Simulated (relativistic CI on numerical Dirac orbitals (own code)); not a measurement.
# S III (S²⁺): levels and lines, part 2 of 2

What are the lowest levels and the strongest lines of S²⁺? One CI run answers it; further runs change one setting each.

Calculated with an in-house relativistic CI code, version 4; Dirac-Coulomb-Breit CI, KLI orbitals optimised for each configuration.

## 6. One common potential

Input settings:

```ini
atom S  Z=16  charge=2  electrons=14
nucleus A=32  rms_radius_fm=3.2611
hamiltonian dirac-coulomb  breit=on  qed=on  c_scale=1
orbitals kli  potential=mean
slater_scale 0.85
correlation p86
mixing on
configurations
  [Ne] 3s2 3p2
  [Ne] 3s 3p3
  [Ne] 3s2 3p 3d
  [Ne] 3p4
  [Ne] 3s 3p2 3d
  [Ne] 3s2 3p 4s
  [Ne] 3s2 3p 4p
  [Ne] 3s2 3p 4d
  [Ne] 3s2 3p 5s
  [Ne] 3s2 3p 4f
  [Ne] 3s2 3d 4p
  [Ne] 3s2 3p 5p
  [Ne] 3s2 3d2
  [Ne] 3s 3d3
  [Ne] 3p2 3d2
  [Ne] 3p 3d3
  [Ne] 3p 3d2 4s
  [Ne] 3p 3d2 4p
  [Ne] 3p 3d2 4d
  [Ne] 3s2 3d 4s
  [Ne] 3s 3d2 4s
  [Ne] 3s2 4s2
  [Ne] 3s 3d 4s2
end
```

Result record:

```text
{
  "status": "converged",
  "levels [i, E_cm, J2, conf, term, w_term, w_jj]": [
    [0, 0, 0, "3s2 3p2", "3P", 0.9609, 0.6668],
    [1, 289.28327, 2, "3s2 3p2", "3P", 0.9616, 0.9616],
    [2, 807.45844, 4, "3s2 3p2", "3P", 0.9603, 0.6095],
    [3, 11814.248, 4, "3s2 3p2", "1D", 0.9603, 0.6096],
    [4, 26195.728, 0, "3s2 3p2", "1S", 0.9442, 0.6555],
    [5, 62275.718, 4, "3s 3p3", "5S*", 0.9999, 0.5553],
    [6, 91012.906, 2, "3s 3p3", "3D*", 0.8492, 0.3774],
    [7, 91039.161, 4, "3s 3p3", "3D*", 0.8491, 0.5663],
    [8, 91091.58, 6, "3s 3p3", "3D*", 0.8503, 0.8503],
    [9, 105160.88, 4, "3s 3p3", "3P*", 0.8386, 0.4327],
    [10, 105175.65, 2, "3s 3p3", "3P*", 0.8417, 0.5613],
    [11, 105182.7, 0, "3s 3p3", "3P*", 0.8431, 0.8431],
    [12, 115233.68, 4, "3s2 3p 3d", "1D*", 0.59, 0.3128],
    [13, 132789.52, 4, "3s2 3p 3d", "3F*", 0.9956, 0.7409],
    [14, 133078.24, 6, "3s2 3p 3d", "3F*", 0.9956, 0.5198],
    [15, 133477.01, 8, "3s2 3p 3d", "3F*", 0.9957, 0.9957],
    "... 119 more rows left out ..."
  ],
  "n_levels_all": 1193,
  "total_energy [Ha]": -397.9454672,
  "configurations [conf, odd, states, E_av_cm, breit_Ha, qed_Ha, corr_Ha]": [
    ["3s2 3p2", 0, 15, 16515.3, 0.08743, 0.05758, -0.599],
    ["3s 3p3", 1, 40, 113046, 0.08737, 0.05734, -0.5965],
    ["3s2 3p 3d", 1, 60, 147084, 0.087, 0.05758, -0.591],
    ["3p4", 0, 15, 232284, 0.08732, 0.05711, -0.5944],
    ["3s 3p2 3d", 0, 300, 236058, 0.08694, 0.05734, -0.5892],
    ["3s2 3p 4s", 1, 12, 160252, 0.08706, 0.05763, -0.5789],
    ["3s2 3p 4p", 0, 36, 186445, 0.08705, 0.05758, -0.5767],
    ["3s2 3p 4d", 1, 60, 219806, 0.08696, 0.05758, -0.5745],
    ["3s2 3p 5s", 1, 12, 224368, 0.08699, 0.0576, -0.5698],
    ["3s2 3p 4f", 0, 84, 234754, 0.08694, 0.05758, -0.5563],
    ["3s2 3d 4p", 1, 60, 330834, 0.08662, 0.05758, -0.5724],
    ["3s2 3p 5p", 0, 36, 234991, 0.08699, 0.05758, -0.5684],
    ["3s2 3d2", 0, 45, 286470, 0.08657, 0.05758, -0.5856],
    ["3s 3d3", 0, 240, 508921, 0.08608, 0.05733, -0.581],
    "... 9 more rows left out ..."
  ]
}
```

Wall time 1.2 s (1 thread of Arm Neoverse N1, shared host).

Shifts of the excitation energies against the main run, counted from its lowest level (cm⁻¹):

| level | main run | shift |
| --- | --- | --- |
| 3p2 3P1 | 290.9 | -1.6 |
| 3p2 3P2 | 812.0 | -4.5 |
| 3p2 1D2 | 11794.9 | +19.3 |
| 3p2 1S0 | 26329 | -132.9 |
| 3s 3p3 5S°2 | 62727 | -451.4 |
| 3s 3p3 3D°1 | 91484 | -471.2 |
| 3s 3p3 3D°2 | 91510 | -470.8 |
| 3s 3p3 3D°3 | 91562 | -470.3 |
| 3s 3p3 3P°2 | 105638 | -477.5 |
| 3s 3p3 3P°1 | 105653 | -477.7 |
| 3s 3p3 3P°0 | 105660 | -477.7 |
| 3p 3d 1D°2 | 115631 | -397.0 |

## 7. The first 3 configurations alone

Input settings:

```ini
atom S  Z=16  charge=2  electrons=14
nucleus A=32  rms_radius_fm=3.2611
hamiltonian dirac-coulomb  breit=on  qed=on  c_scale=1
orbitals kli  potential=per-configuration
slater_scale 0.85
correlation p86
mixing on
configurations
  [Ne] 3s2 3p2
  [Ne] 3s 3p3
  [Ne] 3s2 3p 3d
end
```

Result record:

```text
{
  "status": "converged",
  "levels [i, E_cm, J2, conf, term, w_term, w_jj]": [
    [0, 0, 0, "3s2 3p2", "3P", 0.9993, 0.6913],
    [1, 301.5446, 2, "3s2 3p2", "3P", 1, 1],
    [2, 846.428, 4, "3s2 3p2", "3P", 0.9988, 0.6333],
    [3, 12152.412, 4, "3s2 3p2", "1D", 0.9988, 0.6333],
    [4, 29504.525, 0, "3s2 3p2", "1S", 0.9993, 0.6913],
    [5, 52145.35, 4, "3s 3p3", "5S*", 0.9999, 0.5553],
    [6, 81351.719, 2, "3s 3p3", "3D*", 0.8503, 0.3779],
    [7, 81378.103, 4, "3s 3p3", "3D*", 0.8502, 0.567],
    [8, 81430.982, 6, "3s 3p3", "3D*", 0.8515, 0.8515],
    [9, 95422.395, 4, "3s 3p3", "3P*", 0.8407, 0.4343],
    [10, 95436.133, 2, "3s 3p3", "3P*", 0.8437, 0.5626],
    [11, 95442.747, 0, "3s 3p3", "3P*", 0.8451, 0.8451],
    "... 15 more rows left out ..."
  ],
  "n_levels_all": 27,
  "total_energy [Ha]": -397.89935155,
  "configurations [conf, odd, states, E_av_cm, breit_Ha, qed_Ha, corr_Ha]": [
    ["3s2 3p2", 0, 15, 6360.22, 0.08737, 0.05757, -0.5988],
    ["3s 3p3", 1, 40, 102909, 0.08733, 0.05734, -0.5965],
    ["3s2 3p 3d", 1, 60, 136878, 0.08711, 0.0576, -0.5911]
  ]
}
```

Wall time 0.16 s (1 thread of Arm Neoverse N1, shared host).

Shifts of the excitation energies against the main run, counted from its lowest level (cm⁻¹):

| level | main run | shift |
| --- | --- | --- |
| 3p2 3P1 | 290.9 | +10.6 |
| 3p2 3P2 | 812.0 | +34.5 |
| 3p2 1D2 | 11794.9 | +357.5 |
| 3p2 1S0 | 26329 | +3175.9 |
| 3s 3p3 5S°2 | 62727 | -10581.7 |
| 3s 3p3 3D°1 | 91484 | -10132.4 |
| 3s 3p3 3D°2 | 91510 | -10131.9 |
| 3s 3p3 3D°3 | 91562 | -10130.9 |
| 3s 3p3 3P°2 | 105638 | -10216.0 |
| 3s 3p3 3P°1 | 105653 | -10217.2 |
| 3s 3p3 3P°0 | 105660 | -10217.7 |
| 3p 3d 1D°2 | 115631 | -9619.6 |

## 8. The runs side by side

The summary covers parts 1 to 2.

| run | time | mean size of shift, levels followed (cm⁻¹) | lowest level | ionisation energy (eV) | mean error to measured (cm⁻¹) |
| --- | --- | --- | --- | --- | --- |
| main run | 1.7 s | 0 | 3p2 3P0 | 35.085 | 9927 |
| correlation estimate lda-sx | 1.8 s | 75.3 | 3p2 3P0 | 35.405 | - |
| no correlation estimate | 1.7 s | 451 | 3p2 3P0 | 33.996 | - |
| one common potential | 1.2 s | 321 | 3p2 3P0 | - | - |
| the first 3 configurations alone | 0.16 s | 7069 | 3p2 3P0 | - | - |

The semi-empirical ionisation energy (NIST) is 34.86 eV.

## 9. Outcome

| quantity | value |
| --- | --- |
| lowest level | 3p2 3P0 |
| first excitation | 3p2 3P1, 290.9 cm⁻¹ |
| lowest level of the other parity | 3s 3p3 5S°2, 62727 cm⁻¹ |
| levels in the model | 1193 |
| fastest E1 line (by rate) to the lowest level among the lowest 135 of 1193 levels | 62.37 nm, from 3p 3d 3D°1 |
| ionisation energy | 35.085 eV |
| ionisation energy, semi-empirical (NIST) | 34.86 eV |
| mean error of paired levels | 9927 cm⁻¹ over 51 |

**Reading.** The lowest level is 3p2 3P0, 96 % pure in LS and 67 % in jj coupling; over the low levels the means are 92 and 64 %, so LS coupling describes them better. Against the semi-empirical ionisation energy the result lies 0.64 % high. Of the changes tried, the run «the first 3 configurations alone» moves the low levels most, by 7069 cm⁻¹ on average. The scale of 0.85 was itself chosen against such measured levels. Near neutrality, missing correlation can shift configurations against each other by thousands of cm⁻¹. Lifetimes count radiative decay inside the model alone.
